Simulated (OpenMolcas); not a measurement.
**TiOF2 (SMILES [O]=[Ti]([F])[F]): HF/ANO-RCC-VDZ (DKH1)**

What is the energy change on altering one bond length of TiOF2 at HF/ANO-RCC-VDZ (DKH1)? 

The results are computed with OpenMolcas 26.06.

## 1. The structure to begin with

TiOF2 has 4 atoms, charge 0, and is taken as a singlet. SMILES: `[O]=[Ti]([F])[F]`. The shape comes from GFN2-xTB, which is rough for such elements, and wasn't checked as a minimum.

Bond lengths: O1–Ti2 1.596 Å, Ti2–F3 1.722 Å, Ti2–F4 1.721 Å. Angles: O1–Ti2–F3 111.7°, O1–Ti2–F4 111.8°, F3–Ti2–F4 113.6°.

## 2. Energy and gradient at HF/ANO-RCC-VDZ (DKH1)

Contents of job.input:

```
&gateway
 coord
 4
 angstrom
 O        0.126060       0.507440       1.465250
 Ti      -0.303530      -0.166110       0.083020
 F        0.833410      -1.354510      -0.428040
 F       -0.655940       1.013190      -1.120230
 basis=ANO-RCC-VDZ
 group=NoSym

&seward
 relativistic=R01O00
 expert

&scf
 prorbitals=1 1

&alaska
```

Run with:

```
export MOLCAS_MEM=1860
pymolcas job.input > job.log
```

The log of the run (excerpt; [...] marks lines left out):

```text
--- Start Module: gateway ---
[...]
--- Stop Module: gateway /rc=_RC_ALL_IS_WELL_ ---
[...]
 ###    WARNING:  EXPERT option is ON!                                       ###
 ###############################################################################
               SEWARD will generate:
[...]
      Basis functions           54
[...]
--- Start Module: scf ---
[...]
       Convergence after  15 Iterations
[...]
::    Total SCF energy                              -1127.7804157187
[...]
      Total spin, S                                     0.0000000000
[...]
      Total electronic charge=   48.000000
      Total            charge=   -0.000000
[...]
      Dipole Moment (debye):
      Origin of the operator (angstrom)=   -0.0899   -0.0621   -0.0196
                   X= -4.3067E+00               Y= -2.7820E+00               Z= -2.8435E-01           Total=  5.1350E+00
      Quadrupole Moment (debye*angstrom):
[...]
--- Stop Module: scf /rc=_RC_ALL_IS_WELL_ ---
[...]
--- Start Module: alaska ---
[...]
 *              Molecular gradients               *
 **************************************************
  Irreducible representation: a
 ------------------------------------------------------------------------------------------
                              X                       Y                       Z
 ------------------------------------------------------------------------------------------
  O1                4.60218563934234E-03    1.28720435001384E-03   -5.23692707019663E-03
  TI2               1.32947147119058E-02   -7.33976578319684E-03   -5.66536939418461E-02
  F3               -3.59766043426930E-02    4.61652673094815E-02    1.81647953644237E-02
  F4                1.80797039914458E-02   -4.01127058763091E-02    4.37258256475790E-02
 ------------------------------------------------------------------------------------------
--- Stop Module: alaska /rc=_RC_ALL_IS_WELL_ ---
[...]
```

Run time: 16 s. Hardware: 1 thread of Arm Neoverse V1, shared host; peak memory 0.41 GiB.

## 3. The distorted shape

Contents of job.input:

```
&GATEWAY
Coord
4
angstrom
O        0.478464      -0.671840       2.668480
Ti       0.048874      -1.345390       1.286250
F        1.185814      -2.533790       0.775190
F       -0.655940       1.013190      -1.120230
Basis
ANO-RCC-VDZ
Group
NoSym
&SEWARD
Relativistic
R01O00
Expert
&SCF
PrOrbitals
1 1
&ALASKA
```

Run with:

```
export MOLCAS_MEM=1860
pymolcas job.input > job.log
```

The log of the run (excerpt; [...] marks lines left out):

```text
--- Start Module: gateway ---
[...]
--- Stop Module: gateway /rc=_RC_ALL_IS_WELL_ ---
[...]
 ###    WARNING:  EXPERT option is ON!                                       ###
 ###############################################################################
               SEWARD will generate:
[...]
      Basis functions           54
[...]
--- Start Module: scf ---
[...]
       Convergence after  18 Iterations
[...]
::    Total SCF energy                              -1127.5942320948
[...]
      Total spin, S                                     0.0000000000
[...]
      Total electronic charge=   48.000000
      Total            charge=   -0.000000
[...]
      Dipole Moment (debye):
      Origin of the operator (angstrom)=    0.1968   -1.0216    0.9594
                   X= -1.8838E+00               Y= -8.7110E+00               Z=  6.8932E+00           Total=  1.1267E+01
      Quadrupole Moment (debye*angstrom):
[...]
--- Stop Module: scf /rc=_RC_ALL_IS_WELL_ ---
[...]
--- Start Module: alaska ---
[...]
 *              Molecular gradients               *
 **************************************************
  Irreducible representation: a
 ------------------------------------------------------------------------------------------
                              X                       Y                       Z
 ------------------------------------------------------------------------------------------
  O1                1.31508687073740E-02    2.18332232062686E-02    3.21965011501497E-02
  TI2               1.48841643078050E-02   -8.17698839895022E-02   -9.66703033220284E-03
  F3               -2.16533904087779E-02    2.84538043864870E-02    8.08475812149823E-03
  F4               -6.38164260640783E-03    3.14828563967859E-02   -3.06142289394460E-02
 ------------------------------------------------------------------------------------------
--- Stop Module: alaska /rc=_RC_ALL_IS_WELL_ ---
[...]
```

Wall time 15 s (1 thread of Arm Neoverse V1, shared host); peak memory 0.41 GiB.

## 4. What came out

Level: HF/ANO-RCC-VDZ (DKH1).

```
                                                          quantity           value
                                         first shape: total energy  -1127.78042 Eh
                                        first shape: dipole moment          5.13 D
                                          first shape: HOMO energy       -14.28 eV
                                          first shape: LUMO energy        -1.17 eV
                                        first shape: HOMO–LUMO gap        13.11 eV
                             first shape: largest force on an atom      3.190 eV/Å
                                     distorted shape: total energy  -1127.59423 Eh
                                    distorted shape: dipole moment         11.27 D
                                      distorted shape: HOMO energy       -10.66 eV
                                      distorted shape: LUMO energy        -3.33 eV
                                    distorted shape: HOMO–LUMO gap         7.33 eV
                         distorted shape: largest force on an atom      4.303 eV/Å
energy change with the Ti2–F4 bond stretched from 1.721 to 3.443 Å        5.066 eV
```

One bond (distorted shape) is far stretched, which a spin-restricted single reference describes badly; a broken-symmetry solution may lie lower. With the Ti2–F4 bond stretched from 1.721 to 3.443 Å the energy rises by 5.07 eV (117 kcal/mol). The first shape isn't relaxed at this level, so the change isn't measured from a minimum. A restricted reference can't describe the breaking bond well at this length. The largest force (first shape) is 3.19 eV/Å: the shape isn't a stationary point for this species at this level.
